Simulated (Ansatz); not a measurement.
A nudged elastic band was laid between two geometries of a periodic cell of 17 atoms, Mo₁₆H (host Mo, host structure bcc, interstitial H).

Method: DFT PBE, scalar-relativistic, plane waves, PAW in Ansatz. Settings: cutoff 420 eV, k mesh 3x3x3, gaussian smearing 0.1 eV, no spin polarisation.

| Property | Result |
| --- | --- |
| movable images | 5 |
| climbing image | yes |
| spring | 5.0 eV/Å² |
| optimiser | quadratic models (default) |
| start path | straight line |
| force threshold | 0.03 eV/Å |
| iteration limit | 62 |
| end points | relaxed |

Image 0:

```xyz
17
Lattice="6.3000 0.0000 0.0000 0.0000 6.3000 0.0000 0.0000 0.0000 6.3000" Properties=species:S:1:pos:R:3
Mo -0.037 -0.056 -0.002
Mo 3.155 -0.003 -0.002
Mo -0.037 3.217 -0.002
Mo 0.001 -0.001 3.148
Mo 1.615 1.580 1.635
Mo 3.155 3.163 -0.002
Mo 3.169 -0.007 3.148
Mo 4.724 1.580 1.581
Mo 0.001 3.161 3.148
Mo 1.577 4.730 1.579
Mo 1.615 1.580 4.661
Mo 3.169 3.167 3.148
Mo 4.710 4.730 1.585
Mo 4.724 1.580 4.715
Mo 1.577 4.730 4.717
Mo 4.710 4.730 4.711
H 0.790 1.581 -0.002
```

Image 6:

Only the atoms that move by more than 0.05 Å are listed.
```
Mo1 -0.010 0.000 0.004
Mo5 1.573 1.533 1.640
Mo6 3.209 3.193 0.004
Mo11 1.573 1.533 4.668
H17 1.573 2.363 0.004
```

(1) Which bonds break or form, and what moves?

(2) Give the energies along the band, and the barrier.

(3) What is the geometry of the highest image?

The band took 4 iterations and of the order of 23 core-minutes.

Answers

(1) Contacts lost: Mo1–H17. Contacts made: Mo6–H17. The atom that moves furthest is H17, by 1.11 Å; four of its nearest neighbours are Mo11 1.83, Mo5 1.83, Mo3 1.83, Mo1 1.83 Å at the first end and Mo5 1.83, Mo3 1.83, Mo6 1.83, Mo11 1.83 Å at the last.

(2) The run converged. The highest image is number 3 of 0 to 6, 0.171 eV above the ends, which have the same energy within 2 meV. By the program's own check the climbing image is of a kind that is not told: the force calls were inconclusive, a negative curvature could not be distinguished from the path's own, the only one lies far off the path, or fixed occupations may fill a level only in part (lowest curvatures found: -2.56 and 5.05 eV/Å²). Limits of this set-up: coarse k mesh, odd electron count without spin, a small cell, in which the defect meets its images.

| image | path coordinate (Å) | energy (eV) | Mo1–H17 (Å) | Mo6–H17 (Å) |
| --- | --- | --- | --- | --- |
| 0 | 0.00 | 0.000 | 1.83 | 2.85 |
| 1 | 0.19 | 0.043 | 1.94 | 2.66 |
| 2 | 0.38 | 0.129 | 2.10 | 2.47 |
| 3 | 0.56 | 0.171 | 2.28 | 2.28 |
| 4 | 0.75 | 0.129 | 2.47 | 2.10 |
| 5 | 0.94 | 0.043 | 2.66 | 1.94 |
| 6 | 1.13 | 0.000 | 2.84 | 1.83 |

(3) 
```xyz
17
Lattice="6.3000 0.0000 0.0000 0.0000 6.3000 0.0000 0.0000 0.0000 6.3000" Properties=species:S:1:pos:R:3
Mo -0.006 0.014 0.001
Mo 3.153 0.000 0.001
Mo -0.062 3.215 0.001
Mo -0.012 -0.012 3.151
Mo 1.602 1.551 1.684
Mo 3.139 3.159 0.001
Mo 3.173 -0.020 3.151
Mo 4.725 1.581 1.582
Mo -0.008 3.161 3.151
Mo 1.571 4.727 1.582
Mo 1.602 1.551 4.618
Mo 3.165 3.165 3.151
Mo 4.712 4.741 1.582
Mo 4.725 1.581 4.720
Mo 1.571 4.727 4.720
Mo 4.712 4.741 4.720
H 1.218 1.935 0.001
```

The run took 6.4 min on 4 threads of Intel(R) Xeon(R) Platinum 8488C (Sapphire Rapids) (shared host), peak memory 2.5 GiB.
